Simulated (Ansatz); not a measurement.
# C₆H₁₈FGeN₃: a ladder of functionals and wavefunction methods

The task here is to estimate one member of a computed series from the others.

Computed with Ansatz 0.2.0, Gaussian basis. Level: functionals in def2-TZVPP, the program's frozen cores in correlated methods.

Plan: LDA (SPW92), PBE-D4, revPBE-D4, BLYP-D4, r2SCAN-D4, B97M-V, PBE0-D4, B3LYP-D4, r2SCANh-D4, r2SCAN0-D4, HSE06-D4, BHLYP-D4, CAM-B3LYP-D4, LC-ωPBE, ωB97X-V, ωB97M-V, B2PLYP, PBE-QIDH; CCSD(T)/def2-SVP; CCSD(T)/def2-TZVPP; MP2/def2-QZVPP; extrapolation to the limit; RPA on PBE.

### The relaxed structure

All runs share one geometry, relaxed beforehand with PBE0-D4 in a triple-zeta def2 set.

SMILES `C[N](C)[Ge]([F])([N](C)C)[N](C)C`, 29 atoms, charge 0, spin multiplicity 1.

Atoms are counted from 1 here; the program's logs count them from 0.

Bond lengths: C1–N2 1.443 Å, C1–H12 1.102 Å, C1–H13 1.098 Å, C1–H14 1.093 Å, N2–C3 1.443 Å, N2–Ge4 1.820 Å, C3–H15 1.102 Å, C3–H16 1.097 Å, C3–H17 1.090 Å, Ge4–F5 1.748 Å, Ge4–N6 1.801 Å, Ge4–N9 1.820 Å, N6–C7 1.442 Å, N6–C8 1.442 Å, C7–H18 1.098 Å, C7–H19 1.091 Å, C7–H20 1.100 Å, C8–H21 1.091 Å and more. Angles: N2–C1–H12 113.0°, N2–C1–H13 110.3°, N2–C1–H14 110.6°, H12–C1–H13 107.3°, H12–C1–H14 107.9°, H13–C1–H14 107.6°, C1–N2–C3 113.6°, C1–N2–Ge4 118.4°, C3–N2–Ge4 120.0°, N2–C3–H15 112.8°, N2–C3–H16 110.0°, N2–C3–H17 110.4°, H15–C3–H16 107.3°, H15–C3–H17 108.3°, H16–C3–H17 107.8°, N2–Ge4–F5 102.9°, N2–Ge4–N6 107.3°, N2–Ge4–N9 121.9° and more.

The first run:

Contents of in.yaml:

```yaml
crystal:
  periodic: [false, false, false]
  atoms:
    - {symbol: C, position_ang: [-1.502704, 0.636524, 1.772661]}
    - {symbol: N, position_ang: [-0.068283, 0.532391, 1.656505]}
    - {symbol: C, position_ang: [0.579969, 0.103386, 2.872591]}
    - {symbol: Ge, position_ang: [0.638970, 0.085380, 0.040305]}
    - {symbol: F, position_ang: [2.358061, 0.077891, 0.356183]}
    - {symbol: N, position_ang: [0.090375, 1.325394, -1.145205]}
    - {symbol: C, position_ang: [-0.073598, 2.705973, -0.762356]}
    - {symbol: C, position_ang: [0.240736, 1.122719, -2.564951]}
    - {symbol: N, position_ang: [0.358327, -1.546926, -0.714269]}
    - {symbol: C, position_ang: [-0.986182, -1.900375, -1.100647]}
    - {symbol: C, position_ang: [1.159421, -2.677858, -0.311475]}
    - {symbol: H, position_ang: [-1.981288, -0.314191, 2.056627]}
    - {symbol: H, position_ang: [-1.769164, 1.376700, 2.537985]}
    - {symbol: H, position_ang: [-1.942319, 0.965737, 0.828163]}
    - {symbol: H, position_ang: [0.222829, -0.877578, 3.224228]}
    - {symbol: H, position_ang: [0.388110, 0.826957, 3.674875]}
    - {symbol: H, position_ang: [1.658805, 0.043958, 2.727739]}
    - {symbol: H, position_ang: [-0.995742, 3.120419, -1.190899]}
    - {symbol: H, position_ang: [-0.131459, 2.795423, 0.323165]}
    - {symbol: H, position_ang: [0.762049, 3.329872, -1.110758]}
    - {symbol: H, position_ang: [0.410509, 0.067495, -2.782565]}
    - {symbol: H, position_ang: [-0.662962, 1.443001, -3.100222]}
    - {symbol: H, position_ang: [1.086548, 1.694418, -2.973275]}
    - {symbol: H, position_ang: [-1.547417, -1.011511, -1.398553]}
    - {symbol: H, position_ang: [-1.547057, -2.402020, -0.296112]}
    - {symbol: H, position_ang: [-0.967499, -2.583435, -1.959499]}
    - {symbol: H, position_ang: [1.254710, -3.385180, -1.144916]}
    - {symbol: H, position_ang: [0.724701, -3.229031, 0.537445]}
    - {symbol: H, position_ang: [2.162051, -2.353534, -0.032469]}
basis:
  gaussian: {orbitals: def2-TZVPP}
hamiltonian: {xc: lda}
output: {orbitals: {seedname: orbitals}}
```

Command:

```
> ansatz run in.yaml --threads 11 --pin off --events-out ev --progress --plain --max-ram 166912MiB --backend cuda --devices 0, --max-vram 75GiB
```

Steps of the session up to this table: LDA; PBE-D4 (GGA); revPBE-D4 (GGA); BLYP-D4 (GGA); r2SCAN-D4 (meta-GGA); B97M-V (meta-GGA); PBE0-D4 (hybrid); B3LYP-D4 (hybrid); r2SCANh-D4 (hybrid); r2SCAN0-D4 (hybrid); HSE06-D4 (hybrid); BHLYP-D4 (hybrid); CAM-B3LYP-D4 (range-separated); LC-ωPBE (range-separated); ωB97X-V (range-separated); ωB97M-V (range-separated); B2PLYP (double hybrid); PBE-QIDH (double hybrid).

One table of the session follows, with a row left open; its other results are not shown here.

It belongs to the step «Frontier levels by functional». 

| functional | HOMO (eV) | LUMO (eV) | gap (eV) |
| --- | --- | --- | --- |
| LDA (SPW92) | -4.82 | -0.49 | 4.33 |
| PBE-D4 | ? | ? | ? |
| revPBE-D4 | -4.65 | -0.02 | 4.63 |
| BLYP-D4 | -4.61 | -0.13 | 4.48 |
| r2SCAN-D4 | -4.94 | 0.27 | 5.20 |
| B97M-V | -5.11 | -0.09 | 5.02 |
| PBE0-D4 | -6.02 | 0.68 | 6.70 |
| B3LYP-D4 | -5.82 | 0.37 | 6.19 |
| r2SCANh-D4 | -5.43 | 0.58 | 6.02 |
| r2SCAN0-D4 | -6.19 | 1.00 | 7.19 |
| HSE06-D4 | -5.62 | 0.30 | 5.93 |
| BHLYP-D4 | -7.30 | 1.31 | 8.61 |
| CAM-B3LYP-D4 | -7.39 | 1.47 | 8.86 |
| LC-ωPBE | -8.69 | 2.77 | 11.46 |
| ωB97X-V | -8.38 | 2.49 | 10.87 |
| ωB97M-V | -8.31 | 2.10 | 10.42 |

Estimate the missing values for PBE-D4.

The run gave: HOMO (eV): -4.71; LUMO (eV): -0.18; gap (eV): 4.52. In the column «HOMO (eV)» it lies between LDA (SPW92) (-4.82) and revPBE-D4 (-4.65).
